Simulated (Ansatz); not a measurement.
# GdRuAsO: the cost of one run

Computed with Ansatz 0.2.0 (DFT PBE+U (U_eff = 6 eV on Gd 4f), scalar-relativistic, plane waves, PAW, unless a step's input says otherwise).

These runs use a low cutoff (300 eV) and a coarse mesh on purpose, to show what cheap settings give: their numbers aren't properties of the material.

## Step 1: The structure to begin with

It takes space group P4/nmm (No. 129, tetragonal). The conventional cell has a = 4.082 Å, b = 4.082 Å, c = 8.159 Å, α = 90.00°, β = 90.00°, γ = 90.00°. Gd (site symmetry 4mm) is surrounded by 4 O at 2.31 Å. As (site symmetry 4mm) is surrounded by 4 Ru at 2.43 Å. Around Ru (site symmetry -4m2) lie 4 As at 2.43 Å. Around O (site symmetry -4m2) lie 4 Gd at 2.31 Å.

Coordinates:

```
CELL_PARAMETERS angstrom
4.08178 0.00000 0.00000
0.00000 4.08178 0.00000
0.00000 0.00000 8.15932
ATOMIC_POSITIONS crystal
Gd 0.50000 0.00000 0.13334
Gd 0.00000 0.50000 0.86666
As 0.50000 0.00000 0.66135
As 0.00000 0.50000 0.33865
Ru 0.00000 0.00000 0.50000
Ru 0.50000 0.50000 0.50000
O 0.00000 0.00000 0.00000
O 0.50000 0.50000 0.00000
```

An earlier run at PBE+U (U_eff = 6 eV on Gd 4f) left this cell at 16.993 Å³/atom and -0.02 GPa (4×4×2 mesh). The large moments point both ways and cancel.

Volume factors to run: 0.980, 1.020, 0.960, 1.040.

## Step 2: Volume × 0.980

Input file input.yaml:

```yaml
crystal:
  lattice:
    - [4.0543818007, 0.0, 0.0]
    - [0.0, 4.0543818007, 0.0]
    - [0.0, 0.0, 8.1045535929]
  atoms:
    - { symbol: Gd, position: [0.5, 0.0, 0.1333373889], spin: 7.56 }
    - { symbol: Gd, position: [0.0, 0.5, 0.8666626119], spin: -7.56 }
    - { symbol: As, position: [0.5, 0.0, 0.6613474958] }
    - { symbol: As, position: [0.0, 0.5, 0.3386525043] }
    - { symbol: Ru, position: [0.0, 0.0, 0.4999999997] }
    - { symbol: Ru, position: [0.5, 0.5, 0.4999999997] }
    - { symbol: O, position: [0.0, 0.0, -1.0e-10] }
    - { symbol: O, position: [0.5, 0.5, -1.0e-10] }
basis:
  ecutwfc: 300
  ecutrho_ratio: 4
kpoints:
  mp_grid: { grid: [4, 4, 2] }
hamiltonian:
  xc: pbe
  hubbard:
    sites:
      - { species: Gd, l: f, u_eff: 6.0, starting_ns: start.occupation_matrices }
    ns_hold: { iters: 6 }
scf:
  occupations: { method: gaussian, width: 0.05 }
  lower_state_search: "off"
output:
  forces: true
  stress: true
  eigenvalues: true
  populations: true
magnetization:
  spin_polarized: true
relax:
  f_tol: 0.01
  max_steps: 40
  cell: { stress_tol: 0.1, fix: [volume] }
```

start.occupation_matrices holds the open shells' occupation matrices from the neighbouring geometry.

Launch:

```console
$ ansatz run input.yaml --threads 4 --pin off --max-ram 10240MiB --backend cpu --events-out ev --progress --plain --runs-dir out
```

Q: Estimate wall time and peak memory on 4 threads of Arm Neoverse N1, shared host.

About 93 s, with a peak of 0.59 GiB.
